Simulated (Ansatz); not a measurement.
# K3H: the cost of one run

Program: Ansatz 0.2.0. Level of theory: DFT PBE, scalar-relativistic, plane waves, PAW. These are calculated values, not measurements.

## (1) The starting structure

The structure is hexagonal, space group P6_3/mmc (No. 194). Conventional cell: a = 6.970 Å, b = 6.970 Å, c = 5.594 Å, α = 90.00°, β = 90.00°, γ = 120.00°. K (site symmetry mm2) is surrounded by 4 H at 3.44 to 3.48 Å and 8 K at 3.45 to 3.49 Å. Around H (site symmetry -6m2) lie 12 K at 3.44 to 3.48 Å.

Coordinates:

```xyz
8
Lattice="6.9696 0.0000 0.0000 -3.4848 6.0359 0.0000 0.0000 0.0000 5.5942" Properties=species:S:1:pos:R:3 pbc="T T T"
K     3.4848    4.0199    1.3985
K    -1.7389    5.0279    4.1956
K     1.7459    1.0080    1.3985
K     0.0000    2.0160    4.1956
K     5.2237    1.0080    1.3985
K     1.7389    5.0279    4.1956
H     0.0000    4.0239    1.3985
H     3.4848    2.0120    4.1956
```

(A quick probe on a coarse mesh, which set the mesh and smearing, is not shown.)

## (3) Coarse relaxation

The input, input.yaml:

```yaml
crystal:
  lattice:
    - [6.969599869, 0.0, 0.0]
    - [-3.4847999345, 6.0358505408, 0.0]
    - [0.0, 0.0, 5.5941792506]
  atoms:
    - { symbol: K, position: [0.833, 0.666, 0.25] }
    - { symbol: K, position: [0.167, 0.833, 0.75] }
    - { symbol: K, position: [0.334, 0.167, 0.25] }
    - { symbol: K, position: [0.167, 0.334, 0.75] }
    - { symbol: K, position: [0.833, 0.167, 0.25] }
    - { symbol: K, position: [0.666, 0.833, 0.75] }
    - { symbol: H, position: [0.3333333333, 0.6666666667, 0.25] }
    - { symbol: H, position: [0.6666666667, 0.3333333333, 0.75] }
basis:
  ecutwfc: 420
kpoints:
  mp_grid: { grid: [3, 3, 4] }
hamiltonian:
  xc: pbe
scf:
  occupations: { method: gaussian, width: 0.1 }
  lower_state_search: "off"
output:
  forces: true
  stress: true
  eigenvalues: true
relax:
  adjacent_minimum: "off"
  f_tol: 0.04
  max_steps: 70
  cell: { stress_tol: 0.4 }
```

Run with:

```bash
$ ansatz run input.yaml --threads 1 --pin off --max-ram 2560MiB --backend cpu --events-out ev --progress --plain --runs-dir out
```

**Question.** How long does this run take on 1 thread of Intel Xeon 6975P-C (Granite Rapids), shared host, and how much memory does it need?

About 18 s, with a peak of 0.55 GiB.
